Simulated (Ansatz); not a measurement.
# YbAg2F2: the cost of one run

Method: DFT PBE, scalar-relativistic, plane waves, PAW, unless a step names another level, in Ansatz 0.2.0.

4 further runs of the same task are left out: 4 that didn't finish. Runs told in other sessions of the task aren't counted.

## 1. The starting structure

The structure is tetragonal, space group P4mm (No. 99). The conventional cell has a = 4.000 Å, b = 4.000 Å, c = 6.280 Å, α = 90.00°, β = 90.00°, γ = 90.00°. Yb (site symmetry 4mm) is surrounded by 4 F at 2.17 Å. Ag (site symmetry 2mm) is surrounded by 1 F at 2.81 Å and 4 Ag at 2.83 Å. Around F (site symmetry 2mm) lie 2 Yb at 2.17 Å and 1 Ag at 2.81 Å.

Coordinates:

```xyz
5
Lattice="3.9996 0.0000 0.0000 0.0000 3.9996 0.0000 0.0000 0.0000 6.2798" Properties=species:S:1:pos:R:3 pbc="T T T"
Yb    1.9998    1.9998    3.5772
Ag    1.9998    0.0000    0.9502
Ag    0.0000    1.9998    0.9502
F     1.9998    0.0000    4.4221
F     0.0000    1.9998    4.4221
```

It came out lowest among 21 distinct ends of the trial cells. At a tolerance of 0.05 Å it has space group P4mm (No. 99). Site moments: 0.4 0.0 0.0 0.0 0.0 μB.

## 2. A stricter relaxation, on the response runs' mesh and smearing

input.yaml

```yaml
crystal:
  lattice:
    - [3.9996209758, 0.0, 0.0]
    - [0.0, 3.9996209758, 0.0]
    - [0.0, 0.0, 6.2797865983]
  atoms:
    - { symbol: Yb, position: [0.5, 0.5, 0.5696303048], spin: 0.44 }
    - { symbol: Ag, position: [0.5, 0.0, 0.1513116982] }
    - { symbol: Ag, position: [0.0, 0.5, 0.1513116982] }
    - { symbol: F, position: [0.5, 0.0, 0.7041750444] }
    - { symbol: F, position: [0.0, 0.5, 0.7041750444] }
basis:
  ecutwfc: 420
kpoints:
  mp_grid: { grid: [8, 8, 6] }
hamiltonian:
  xc: pbe
scf:
  occupations: { method: gaussian, width: 0.1 }
output:
  forces: true
  stress: true
  eigenvalues: true
  populations: true
magnetization:
  spin_polarized: true
relax:
  adjacent_minimum: "off"
  f_tol: 0.001
  max_steps: 60
  cell: { stress_tol: 0.01 }
```

Launch:

```
ansatz run input.yaml --threads 3 --pin off --max-ram 7680MiB --backend cpu --events-out ev --progress --plain --runs-dir out
```

**Question.** How long does this run take on 3 threads of Intel Xeon 6975P-C (Granite Rapids), shared host, and how much memory does it need?

About 70 s, with a peak of 0.74 GiB.
